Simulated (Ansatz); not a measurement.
**TiBCl: from the start to rest**

The start is TiBCl, a borrowed structure type, volume estimated. Where does it settle when we relax cell and atoms, and what is it like there?

Program: Ansatz 0.2.0. Level of theory: DFT, PBE, non-collinear spin, plane waves, PAW. These are calculated values, not measurements.

## Step 1: The system as given

It takes space group Pmmn (No. 59, orthorhombic). The conventional cell has a = 3.367 Å, b = 3.776 Å, c = 8.000 Å, α = 90.00°, β = 90.00°, γ = 90.00°. Ti (site symmetry mm2) is surrounded by 4 B at 1.94 to 2.25 Å and 2 Cl at 2.31 Å. Cl (site symmetry mm2) has 2 Ti at 2.31 Å as nearest neighbours. Around B (site symmetry mm2) lie 4 Ti at 1.94 to 2.25 Å.

Coordinates:

```cif
data_structure
_symmetry_space_group_name_H-M 'P 1'
_symmetry_Int_Tables_number 1
_cell_length_a 3.7756
_cell_length_b 3.3672
_cell_length_c 7.9996
_cell_angle_alpha 90.000
_cell_angle_beta 90.000
_cell_angle_gamma 90.000
_cell_volume 101.70
loop_
_atom_site_label
_atom_site_type_symbol
_atom_site_fract_x
_atom_site_fract_y
_atom_site_fract_z
_atom_site_occupancy
Ti1 Ti 0.00000 0.50000 0.12200 1
Ti2 Ti 0.50000 0.00000 0.87800 1
Cl1 Cl 0.00000 0.00000 0.32000 1
Cl2 Cl 0.50000 0.50000 0.68000 1
B1 B 0.00000 0.00000 0.93500 1
B2 B 0.50000 0.50000 0.06500 1
```

It starts from an earlier solution of the starting cell (checkpoint.read).

## Step 2: The relaxation

File input.yaml:

```yaml
crystal:
  lattice:
    - [3.77564185, 0.0, 0.0]
    - [0.0, 3.36719467, 0.0]
    - [0.0, 0.0, 7.99957837]
  atoms:
    - { symbol: Ti, position: [0.0, 0.5, 0.122], spin: 1, spin_axis: [-0.07673, -0.97928, -0.18741] }
    - { symbol: Ti, position: [0.5, 0.0, 0.878], spin: 1, spin_axis: [0.14965, 0.97156, 0.1835] }
    - { symbol: Cl, position: [0.0, 0.0, 0.32] }
    - { symbol: Cl, position: [0.5, 0.5, 0.68] }
    - { symbol: B, position: [0.0, 0.0, 0.935] }
    - { symbol: B, position: [0.5, 0.5, 0.065] }
  symmetry: { tolerance: 0.0003 }
kpoints:
  mp_grid: { grid: [5, 5, 3], shift: [0, 0, 0] }
magnetization:
  noncollinear: true
  spin_orbit: false
scf:
  occupations: { method: fermi_dirac }
  lower_state_search: "off"
hamiltonian:
  pseudopotentials: { kind: paw }
  xc: pbe
basis:
  ecutwfc: 420
  fft_grid_basis: typed
relax:
  max_steps: 60
  cell: { p_target: 0.0 }
output:
  forces: true
  stress: true
  eigenvalues: true
  bader: true
  populations: true
  elf: true
  write_potential: true
  volumetric_format: npy
  dos:
    e_range: [-12, 8]
    de: 0.05
    projected: { site_lists: { B: [B], Cl: [Cl], Ti: [Ti] } }
    method: { smearing: { sigma: 0.1, scheme: gaussian } }
  write_density: true
checkpoint:
  read: saved_state
```

Run with:

```
ansatz run input.yaml --threads 2 --pin off --max-ram 2560MiB --backend cpu --events-out ev --progress --plain --runs-dir out
```

The program printed (excerpt; [...] marks lines left out):

```text
Warning: checkpoint.read: basis.xc_grid differs: saved 1, current 2 (points along each axis for each point of the dense box; where the key is left out runs that use forces, runs that use the stress, dielectric runs by a finite field, finite-displacement phonons, runs of [...]
Warning: RAYON_NUM_THREADS=2 ignored (pool sized by the plan → 2); use --threads N
[...]
Pseudopotentials: kind: paw
Pseudopotential: Ti, paw, valence charge 12, recommended cutoff 420 eV (normal), Ti.paw.azcp
Pseudopotential: Cl, paw, valence charge 7, recommended cutoff 420 eV (normal), Cl.paw.azcp
Pseudopotential: B, paw, valence charge 3, recommended cutoff 420 eV (normal), B.paw.azcp
Functional definition: PBE
[...]
Crystal: 6 atoms, lattice volume = 101.701 Å³
Basis set: ecut = 420 eV, 2005 PW (Γ), exchange–correlation on 54×48×108 points (8 copies of the dense FFT grid, shifted against one another)
Bands: 56, of which v1, the nominal top of the filled ones, is band 44 counted from 1 (43 counted from 0)
Symmetry: 8 space group operations + 8 with time reversal
Moments: of one size on atoms that these operations exchange, one fixing the others by the rotation that the starting moments gave each, and all in one plane where the starting moments lie in one or along one axis (crystal.symmetry.detect: false holds none)
k-points: 18 of 75
[...]
Starting moments: Σ|m| = 2 μB on 2 of 6 sites; this step starts from the density that it was given
[...]
SCF iter   1: F=—  HF=-7471.025983 eV  |F-HF|=—  |Δ(HF+E_count)|=         —  Δρ=7.05e-3  dr2=6.38e-2  dr2_m=3.29e-4  ethr=1.45e-4  |M|=3.43e-5 ∫|m|=3.55e-3 μB  |m|>n=0.0e0 m-floor=0.0e0 τ_xc=4.6e-4 mc-row=0.0e0  β_m=0.30  ⟨swp⟩=1.2  Hψ=4977  notcnv=0
[...]
spin=Noncollinear: Kerker preconditioning applied to the charge; magnetization (m_x, m_y, m_z) channels mix plain (no charge-response kernel on spin).
[...]
spin-set hold released at iteration 9 (site moments contracting): the magnetisation degrees of freedom join the quasi-Newton model from the next iteration; the mixer history was flushed
[...]
WARN: the starting moments were not kept: the SCF closed with an absolute magnetisation of 5.2e-6 μB, where they sum to 2 μB in size (2 sites). That is at most 0.1 of that sum. Measured as dr2_m measures the in/out step, that magnetisation stands 1.6e-12 eV from none, at or under the [...]
relax step   1: F+E_penalty+E_count = -7471.03568412 eV  Δ(F+E_penalty+E_count) = +0.000e0 eV  max|allowed force component| = 2.052e0 eV/Å  Δτ_max = 0.0000 Å  P = +15.428 GPa  Ω = 101.701 Å³  (13 SCF iters, dr2 threshold 1.00e-7 eV, accepted)
Crystal: 6 atoms, lattice volume = 105.596 Å³
[...]
Moments: of one size on atoms that these operations exchange, one fixing the others by the rotation that the starting moments gave each, and all in one plane where the starting moments lie in one or along one axis (crystal.symmetry.detect: false holds none)
[...]
SCF iter   1: F=—  HF=-7472.469286 eV  |F-HF|=—  |Δ(HF+E_count)|=         —  Δρ=2.26e-2  dr2=1.19e0  dr2_m=6.10e-2  ethr=2.70e-3  |M|=3.03e-4 ∫|m|=5.24e-2 μB  |m|>n=0.0e0 m-floor=0.0e0 τ_xc=1.2e-4 mc-row=0.0e0  β_m=0.30  ⟨swp⟩=1.0  Hψ=5215  notcnv=0
```

## Step 3: The log goes on

The log, continued (excerpt; [...] marks lines left out):

```text
[...]
spin=Noncollinear: Resta preconditioning applied to the charge; magnetization (m_x, m_y, m_z) channels mix plain (no charge-response kernel on spin).
SCF iter   2: F=—  HF=-7472.333891 eV  |F-HF|=—  |Δ(HF+E_count)|=   1.35e-1  Δρ=1.49e-2  dr2=5.28e-1  dr2_m=3.22e-2  ethr=2.70e-3  |M|=2.16e-4 ∫|m|=4.11e-2 μB  |m|>n=0.0e0 m-floor=0.0e0 τ_xc=6.3e-5 mc-row=0.0e0  β_m=0.59  ⟨swp⟩=2.0  Hψ=1121  notcnv=0
[...]
relax step   2: F+E_penalty+E_count = -7472.23400022 eV  Δ(F+E_penalty+E_count) = -1.198e0 eV  max|allowed force component| = 1.342e0 eV/Å  Δτ_max = 0.1992 Å  P = +3.616 GPa  Ω = 105.596 Å³  energy of the carried Pulay correction = -1.134e-3 eV  (9 SCF iters, dr2 threshold 6.00e-7 eV, accepted)
[...]
relax step  14: F+E_penalty+E_count = -7472.90671296 eV  Δ(F+E_penalty+E_count) = -5.176e-3 eV  max|allowed force component| = 3.330e-2 eV/Å  Δτ_max = 0.0226 Å  P = -0.002 GPa  Ω = 99.744 Å³  energy of the carried Pulay correction = +5.862e-4 eV  (10 SCF iters, dr2 threshold 6.00e-7 eV, accepted)
[...]
relax step  18: F+E_penalty+E_count = -7472.98200322 eV  Δ(F+E_penalty+E_count) = -2.164e-2 eV  max|allowed force component| = 4.868e-2 eV/Å  Δτ_max = 0.0627 Å  P = +0.576 GPa  Ω = 101.855 Å³  energy of the carried Pulay correction = -5.945e-4 eV  (11 SCF iters, dr2 threshold 6.00e-7 eV, accepted)
relax step  19: F+E_penalty+E_count = -7472.99414738 eV  Δ(F+E_penalty+E_count) = -1.214e-2 eV  max|allowed force component| = 3.770e-2 eV/Å  Δτ_max = 0.0586 Å  P = +0.117 GPa  Ω = 104.327 Å³  energy of the carried Pulay correction = -1.347e-3 eV  (10 SCF iters, dr2 threshold 6.00e-7 eV, accepted)
```

## Step 4: More of the same log

The log, continued:

```text
relax step  20: F+E_penalty+E_count = -7472.99710072 eV  Δ(F+E_penalty+E_count) = -2.953e-3 eV  max|allowed force component| = 1.212e-2 eV/Å  Δτ_max = 0.0445 Å  P = +0.099 GPa  Ω = 106.087 Å³  energy of the carried Pulay correction = -1.867e-3 eV  (10 SCF iters, dr2 threshold 6.00e-7 eV, accepted)
relax step  21: F+E_penalty+E_count = -7472.99728332 eV  Δ(F+E_penalty+E_count) = -1.826e-4 eV  max|allowed force component| = 4.185e-3 eV/Å  Δτ_max = 0.0188 Å  P = +0.025 GPa  Ω = 106.895 Å³  energy of the carried Pulay correction = -2.103e-3 eV  (12 SCF iters, accepted)
relax step  22: F+E_penalty+E_count = -7472.99726553 eV  Δ(F+E_penalty+E_count) = +1.779e-5 eV  max|allowed force component| = 3.098e-3 eV/Å  Δτ_max = 0.0029 Å  P = +0.001 GPa  Ω = 107.028 Å³  energy of the carried Pulay correction = -2.142e-3 eV  (9 SCF iters, dr2 threshold 6.38e-9 eV, accepted)
relax step  23: F+E_penalty+E_count = -7473.00224560 eV  Δ(F+E_penalty+E_count) = -4.980e-3 eV  max|allowed force component| = 3.534e-3 eV/Å  Δτ_max = 0.0000 Å  P = +0.068 GPa  Ω = 107.028 Å³  stress off target by 1.70e-1 GPa  SCF on the basis re-selected at this cell (its energy is not comparable with the rows above)  (7 SCF iters)
relax step  24: F+E_penalty+E_count = -7473.00297332 eV  Δ(F+E_penalty+E_count) = -7.277e-4 eV  max|allowed force component| = 5.726e-3 eV/Å  Δτ_max = 0.0349 Å  P = +0.115 GPa  Ω = 108.383 Å³  energy of the carried Pulay correction = -4.126e-4 eV  (12 SCF iters, accepted)
relax step  25: F+E_penalty+E_count = -7473.00292487 eV  Δ(F+E_penalty+E_count) = +4.846e-5 eV  max|allowed force component| = 6.456e-3 eV/Å  Δτ_max = 0.0287 Å  P = +0.010 GPa  Ω = 109.739 Å³  energy of the carried Pulay correction = -8.742e-4 eV  (12 SCF iters, accepted)
relax step  26: F+E_penalty+E_count = -7473.00281462 eV  Δ(F+E_penalty+E_count) = +1.102e-4 eV  max|allowed force component| = 9.488e-4 eV/Å  Δτ_max = 0.0099 Å  P = +0.005 GPa  Ω = 110.156 Å³  energy of the carried Pulay correction = -1.025e-3 eV  (11 SCF iters, accepted)
Basis set: ecut = 420 eV, 2161 PW (Γ), exchange–correlation on 48×48×150 points (8 copies of the dense FFT grid, shifted against one another)
Moments: of one size on atoms that these operations exchange, one fixing the others by the rotation that the starting moments gave each, and all in one plane where the starting moments lie in one or along one axis (crystal.symmetry.detect: false holds none)
iter 1 solved again at ethr=1.87e-7 eV; its pass at ethr=3.10e-3 eV (dr2=8.21e-5 eV) is discarded
SCF iter   1: F=—  HF=-7473.003206 eV  |F-HF|=—  |Δ(HF+E_count)|=         —  Δρ=1.45e-4  dr2=7.90e-7  dr2_m=8.59e-12  ethr=1.87e-7  |M|=2.36e-6 ∫|m|=5.23e-6 μB  |m|>n=0.0e0 m-floor=0.0e0 τ_xc=1.9e-12 mc-row=0.0e0  β_m=0.30  ⟨swp⟩=3.8  Hψ=6575  notcnv=0
preconditioner: auto → Kerker (q_TF=auto, 2.341 Å⁻¹)  [metal: Δε(μ)=0.016 eV  Ē_g=6.921 eV  σ=0.100 eV  W_gap=0.04  n_scr=28 (ndim 8)  ℏωp=18.7 eV  f_vac=0.141  D(μ)=3.10/eV (n_scr^D=18)]
spin=Noncollinear: Kerker preconditioning applied to the charge; magnetization (m_x, m_y, m_z) channels mix plain (no charge-response kernel on spin).
SCF iter   2: F=—  HF=-7473.003559 eV  |F-HF|=—  |Δ(HF+E_count)|=   3.53e-4  Δρ=1.02e-4  dr2=3.62e-7  dr2_m=1.54e-12  ethr=1.80e-9  |M|=5.02e-6 ∫|m|=6.22e-6 μB  |m|>n=0.0e0 m-floor=0.0e0 τ_xc=1.2e-12 mc-row=0.0e0  β_m=0.62  ⟨swp⟩=2.2  Hψ=1611  notcnv=0
SCF iter   3: F=—  HF=-7473.003897 eV  |F-HF|=—  |Δ(HF+E_count)|=   3.38e-4  Δρ=9.26e-6  dr2=1.85e-8  dr2_m=1.11e-12  ethr=8.22e-10  |M|=5.04e-6 ∫|m|=5.65e-6 μB  |m|>n=0.0e0 m-floor=0.0e0 τ_xc=1.6e-12 mc-row=0.0e0  β_m=0.58  ⟨swp⟩=2.9  Hψ=1720  notcnv=0
SCF iter   4: F=—  HF=-7473.003931 eV  |F-HF|=—  |Δ(HF+E_count)|=   3.35e-5  Δρ=1.41e-6  dr2=1.68e-9  dr2_m=7.53e-13  ethr=4.20e-11  |M|=4.30e-6 ∫|m|=4.91e-6 μB  |m|>n=0.0e0 m-floor=0.0e0 τ_xc=7.8e-13 mc-row=0.0e0  β_m=0.79  ⟨swp⟩=3.8  Hψ=2474  notcnv=0
SCF iter   5: F=—  HF=-7473.003931 eV  |F-HF|=—  |Δ(HF+E_count)|=   9.44e-9  Δρ=3.40e-7  dr2=4.55e-10  dr2_m=2.75e-13  ethr=1.00e-12  |M|=2.55e-6 ∫|m|=3.01e-6 μB  |m|>n=0.0e0 m-floor=0.0e0 τ_xc=4.7e-13 mc-row=0.0e0  β_m=0.80  ⟨swp⟩=8.6  Hψ=5411  notcnv=0
SCF iter   6: F=-7473.003931 eV  HF=-7473.003931 eV  |F-HF|=1.02e-10  |Δ(HF+E_count)|=  1.55e-10  Δρ=1.68e-7  dr2=2.28e-10  dr2_m=1.73e-13  ethr=1.00e-12  |M|=2.04e-6 ∫|m|=2.39e-6 μB  |m|>n=0.0e0 m-floor=0.0e0 τ_xc=1.7e-14 mc-row=0.0e0  ⟨swp⟩=5.8  Hψ=4131  notcnv=0
the starting moments were not kept: the SCF closed with an absolute magnetisation of 2.3e-6 μB, where they sum to 2 μB in size (2 sites). That is at most 0.1 of that sum. Measured as dr2_m measures the in/out step, that magnetisation stands 1.0e-12 eV from none, at or under the dr2_threshold of 3.0e-10 eV: it is no larger than a step whose dr2_m would equal this threshold.
SCF 27 converged in 6 iterations: F = -7473.003931 eV  dr2 = 2.28e-10
relax step  27: F+E_penalty+E_count = -7473.00393075 eV  Δ(F+E_penalty+E_count) = -1.116e-3 eV  max|allowed force component| = 9.186e-4 eV/Å  Δτ_max = 0.0000 Å  P = +0.003 GPa  Ω = 110.156 Å³  stress off target by 1.77e-2 GPa  SCF on the basis re-selected at this cell (its energy is not comparable with the rows above)  (6 SCF iters)
basis re-selected at this cell: Δ(F+E_penalty+E_count) = -1.116e-3 eV, ΔP = -0.002 GPa vs the last step (what re-selecting the basis moved, of the pressure what is left beyond the Pulay correction that the steps carried, after the strain that the cell walked since its last selection, with what the two solves' SCF thresholds leave and, on support functions, any second-order correction that the steps lacked; it is no measure of the basis error at this ecutwfc). The dense FFT grid was sized anew with the basis: this SCF ran on 24×24×75 points, the steps before it on 24×24×72, so part of this shift can come from that change (see relax.cell in the input reference). This SCF's stress stands 1.77e-2 GPa from its target on what of the cell is left free (relax.cell.stress_tol is 5.00e-2 GPa) and its largest allowed force component is 9.19e-4 eV/Å (relax.f_tol is 1.00e-2 eV/Å): within both
SCF converged after 6 iterations
Magnetization: |M| = 0.0000 μB,  M = (+0.0000, -0.0000, -0.0000) μB
Absolute magnetization: 0.0000 μB (∫|m|, with the PAW one-centre terms)
  site 0: m = (+0.0000, -0.0000, -0.0000) μB, |m| = 0.0000 μB  (R = 0.92 Å)
  site 1: m = (+0.0000, +0.0000, -0.0000) μB, |m| = 0.0000 μB  (R = 0.92 Å)
  site 2: m = (-0.0000, +0.0000, +0.0000) μB, |m| = 0.0000 μB  (R = 0.99 Å)
  site 3: m = (-0.0000, -0.0000, +0.0000) μB, |m| = 0.0000 μB  (R = 0.99 Å)
  site 4: m = (+0.0000, +0.0000, +0.0000) μB, |m| = 0.0000 μB  (R = 0.92 Å)
  site 5: m = (-0.0000, -0.0000, -0.0000) μB, |m| = 0.0000 μB  (R = 0.92 Å)
Free energy (F): -7473.003931 eV
Harris-Foulkes:  -7473.003931 eV  (|F-HF|=1.02e-10)
Internal energy: -7472.903960 eV  (E = F + TS)
E sigma→0 (E₀):  -7472.953945 eV
Entropy (-TS):   -0.099971 eV (-16.662 meV/atom)
Fermi energy:    6.863517 eV
--- Per-component energies (eV) ---
  E_band       = -487.895227
  E_kinetic    = 958.220859
  E_local      = -4505.608181  (includes V_loc(G=0)·N_el)
  E_nonlocal   = 96.443361
  E_hartree    = 1932.471153
  E_xc         = -471.923719
  E_vxc        = -562.266168  (∫ρ·V_xc dr)
  E_paw        = -3570.167619  (= ΣΔE_a)
  E_vpaw       = -339.627019  (= ΣTr[D̂ρ^β])
  E_aug_tail   = 0.000434  (compensation charges beyond the density's cutoff)
  E_ewald      = -1912.340246
  E_smearing   = -0.099971  (= −TS)
  E_closure    = 0.000000  (closes the sum)
  Σ components = -7473.003931   (vs F -7473.003931, Δ=0.00e0)
--- Forces (eV/Å), atoms counted from 1 ---
  atom   1  Ti     0.00000000     0.00000000     0.00074750
  atom   2  Ti     0.00000000    -0.00000000    -0.00074750
  atom   3  Cl     0.00000000    -0.00000000    -0.00050498
  atom   4  Cl     0.00000000     0.00000000     0.00050498
  atom   5  B      0.00000000    -0.00000000     0.00091859
  atom   6  B      0.00000000     0.00000000    -0.00091859
  max |Σ_I F_I| component: 2.17e-19 eV/Å
--- Stress (GPa, compression-positive) ---
        0.010458       0.000000      -0.000000
        0.000000      -0.017662       0.000000
       -0.000000       0.000000       0.014723
  P = ⅓ Tr σ = 0.0025 GPa (0.025 kbar)
--- Band table (eV; the first three rows and the last of 18) ---
  k-point 0: bands = ["-50.3127", "-50.3127", "-50.3110", "-50.3110", "-26.5930", "-26.5930", "-26.5872", "-26.5872", "-26.5867", "-26.5867", "-26.5564", "-26.5564", "-26.4917", "-26.4917", "-26.4865", "-26.4865", "-9.7919", "-9.7919", "-9.7574", "-9.7574", "-3.1228", "-3.1228", "1.0979", "1.0979", "1.4976", "1.4976", "3.2324", "3.2324", "3.3661", "3.3661", "3.4369", "3.4369", "3.7887", "3.7887", "3.8963", "3.8963", "4.8717", "4.8717", "5.1368", "5.1368", "5.3705", "5.3705", "5.6219", "5.6219", "6.3835", "6.3835", "7.6216", "7.6216", "8.1362", "8.1362", "8.6968", "8.6968", "8.7745", "8.7745", "8.8191", "8.8191"]
  k-point 1: bands = ["-50.3127", "-50.3127", "-50.3110", "-50.3110", "-26.5930", "-26.5930", "-26.5872", "-26.5872", "-26.5867", "-26.5867", "-26.5564", "-26.5564", "-26.4917", "-26.4917", "-26.4865", "-26.4865", "-9.7861", "-9.7861", "-9.7633", "-9.7633", "-3.1200", "-3.1200", "0.9414", "0.9414", "1.7202", "1.7202", "3.2403", "3.2403", "3.3570", "3.3570", "3.3689", "3.3689", "3.8001", "3.8001", "3.8827", "3.8827", "4.8748", "4.8748", "5.1397", "5.1397", "5.2883", "5.2883", "5.6255", "5.6255", "6.4645", "6.4645", "7.6220", "7.6220", "8.1332", "8.1332", "8.6968", "8.6968", "8.7745", "8.7745", "8.8096", "8.8096"]
  k-point 2: bands = ["-50.3069", "-50.3069", "-50.3055", "-50.3055", "-26.5875", "-26.5875", "-26.5828", "-26.5828", "-26.5725", "-26.5725", "-26.5628", "-26.5628", "-26.5526", "-26.5526", "-26.5419", "-26.5419", "-9.6072", "-9.6072", "-9.5813", "-9.5813", "-2.6826", "-2.6826", "1.4912", "1.4912", "1.5457", "1.5457", "2.1100", "2.1100", "2.4177", "2.4177", "3.1008", "3.1008", "3.6549", "3.6549", "3.9816", "3.9816", "4.0233", "4.0233", "5.1228", "5.1228", "5.1443", "5.1443", "6.7647", "6.7647", "6.9096", "6.9096", "7.9352", "7.9352", "8.1166", "8.1166", "8.3756", "8.3756", "8.5744", "8.5744", "8.7674", "8.7674"]
  k-point 17: bands = ["-50.2872", "-50.2872", "-50.2870", "-50.2870", "-26.6946", "-26.6946", "-26.6943", "-26.6943", "-26.6464", "-26.6464", "-26.6456", "-26.6456", "-26.5296", "-26.5296", "-26.5266", "-26.5266", "-8.8990", "-8.8990", "-8.8958", "-8.8958", "0.1356", "0.1356", "1.1617", "1.1617", "1.4198", "1.4198", "1.7812", "1.7812", "1.8978", "1.8978", "1.9195", "1.9195", "2.3187", "2.3187", "2.3467", "2.3467", "2.8256", "2.8256", "4.1501", "4.1501", "5.6712", "5.6712", "5.8091", "5.8091", "7.2423", "7.2423", "7.3098", "7.3098", "7.8601", "7.8601", "7.8746", "7.8746", "9.1840", "9.1840", "9.4400", "9.4400"]
--- Relaxed structure (24 steps of the walk, 24 accepted, 3 SCFs on fresh bases) ---
  F+E_penalty+E_count = -7473.00393075 eV   max|allowed force component| = 9.186e-4 eV/Å   (the final SCF, on the basis selected at the relaxed cell)
  cell:  # Å, volume = 110.1560 Å³
    - [3.236864840529942, 0.0, 0.0]
    - [0.0, 3.1549306601364866, 0.0]
    - [0.0, 0.0, 10.786833025879773]
  atoms:
    - { symbol: Ti, position: [8.50155647216749e-36, 0.49999999999999994, 0.14956167406504817] }
    - { symbol: Ti, position: [0.5, 5.484077710176308e-128, 0.8504383259349516] }
    - { symbol: Cl, position: [-4.2507782360837445e-36, 5.484077710176308e-128, 0.31612236577439085] }
    - { symbol: Cl, position: [0.5, 0.49999999999999994, 0.6838776342256089] }
    - { symbol: B, position: [-4.2507782360837445e-36, -1.6452233130528926e-127, 0.9931840511643085] }
    - { symbol: B, position: [0.5, 0.49999999999999994, 0.0068159488356914835] }
--- Löwdin populations: 6 sites ---
  site symbol       q [e]
     0     Ti     11.1221
     1     Ti     11.1221
     2     Cl      7.2632
     3     Cl      7.2632
     4      B      3.5322
     5      B      3.5322
  spilling = 0.003751 (of n_electrons = 44.000000)
--- Bader charges: 6 sites ---
  site symbol  charge [e]  shift [e]  m_x [muB]  m_y [muB]  m_z [muB]
     0     Ti      1.4765     0.0009     0.0000     0.0000     0.0000
     1     Ti      1.4765     0.0009     0.0000     0.0000     0.0000
     2     Cl     -0.6350     0.0002     0.0000     0.0000     0.0000
     3     Cl     -0.6350     0.0002     0.0000     0.0000     0.0000
     4      B     -0.8414     0.0011     0.0000     0.0000     0.0000
     5      B     -0.8414     0.0011     0.0000     0.0000     0.0000
  estimated error of the sums over rays = 7.0e-4 e
```

Run time: 17 min. Hardware: 2 threads of an Arm CPU, shared host; peak memory 0.64 GiB.

The steps of the relaxation:

```csv
step,energy from step 1 (eV/cell),largest force component (eV/Å),pressure (GPa),volume (Å³)
1,0.0000,2.0525,15.43,101.70
2,-1.1983,1.3422,3.62,105.60
3,-1.4390,0.1449,-0.71,115.12
4,-1.4597,0.0665,-0.38,114.63
5,-1.4655,0.0277,-0.11,115.00
6,-1.4687,0.0571,0.14,114.67
7,-1.4712,0.0400,-0.01,114.35
8,-1.4847,0.1871,0.13,113.59
9,-1.6560,0.2844,-0.39,110.52
10,-1.7739,0.5789,-1.13,104.96
11,-1.8214,0.5706,1.11,97.01
12,-1.8605,0.1943,-0.36,99.48
13,-1.8659,0.0529,-0.28,101.39
14,-1.8710,0.0333,0.00,99.74
15,-1.8714,0.0057,0.06,99.88
16,-1.8714,0.0007,0.00,99.92
17,-1.9247,0.0037,0.68,99.92
18,-1.9463,0.0487,0.58,101.86
19,-1.9585,0.0377,0.12,104.33
20,-1.9614,0.0121,0.10,106.09
21,-1.9616,0.0042,0.02,106.89
22,-1.9616,0.0031,0.00,107.03
23,-1.9666,0.0035,0.07,107.03
24,-1.9673,0.0057,0.11,108.38
25,-1.9672,0.0065,0.01,109.74
26,-1.9671,0.0009,0.00,110.16
27,-1.9682,0.0009,0.00,110.16
```

Step 1 is the start. Steps 17, 23, 27 repeat the geometry before on a plane-wave basis chosen anew for that cell, so the energy can jump there without any move; the table keeps such jumps.

| input's cell | before | after | change |
| --- | --- | --- | --- |
| a (Å) | 3.776 | 3.237 | -14.3 % |
| b (Å) | 3.367 | 3.155 | -6.3 % |
| c (Å) | 8.000 | 10.787 | +34.8 % |
| volume (Å³/atom) | 16.95 | 18.36 | +8.3 % |

The largest move, 0.63 Å, apart from the change of the cell, is shared by several atoms, B5 among them.

## Step 5: States by energy

Counts of states in windows (eV from the Fermi level; Gaussian smearing of 0.1 eV), total and projected:

```csv
from,to,total,B s,B p,Cl p,Ti d
-8.0,-7.0,0.62,0.26,0.19,0.01,0.07
-7.0,-6.0,1.12,0.31,0.31,0.24,0.17
-6.0,-5.0,4.37,0.26,0.30,3.15,0.45
-5.0,-4.0,5.77,0.25,0.34,4.27,0.66
-4.0,-3.0,3.15,0.15,0.49,1.86,0.58
-3.0,-2.0,2.04,0.14,0.58,0.78,0.48
-2.0,-1.0,3.67,0.05,1.68,0.22,1.51
-1.0,0.0,2.13,0.05,0.60,0.12,1.28
0.0,1.0,4.74,0.03,0.44,0.22,3.84
```

The bands computed are complete only to about 1.7 eV above the Fermi level.

(Part 1 of 2 ends here.)
